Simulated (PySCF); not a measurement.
# CrO4: the cost of one run

Programs: PySCF 2.14.0, with density-fitted response routines of our own. Each step states its level of theory. These are calculated values for one molecule in the gas phase, unless marked as measured. Atoms are numbered from 0 throughout.

## Step 1: The molecule as given

5 atoms, charge -2, multiplicity 1; geometry from: GFN2-xTB. The atoms were then displaced at random by about 0.03 Å, so the start is not that level's minimum.

Bonds of the start (Å): O0–Cr1 1.55, Cr1–O2 1.66, Cr1–O3 1.64, Cr1–O4 1.65.

## Step 2: Relaxing the molecule at PBE0-D3(BJ)/def2-SVP

The job: settings as JSON, then the geometry in Å.

```
{"job": {"xc": "PBE0", "basis": "def2-SVP", "d3": "d3bj", "grid": 1, "shake": 0.03, "kind": "geom"}, "charge": -2, "multiplicity": 1}
O     -0.391820     1.298280    -0.752110
Cr    -0.013510    -0.012500    -0.013790
O     -1.151100    -1.182210    -0.331650
O      0.187920     0.276290     1.592000
O      1.460600    -0.484640    -0.590950
```

On the command line:

```
OMP_NUM_THREADS=1 python probes_run.py task.json out
```

The driver reads the jobs from task.json and runs them one after another.

**Question.** How long does this first job take on 1 thread of Arm Neoverse V1, shared host, and how much memory does it need?

About 12 s, with a peak of 0.35 GiB.
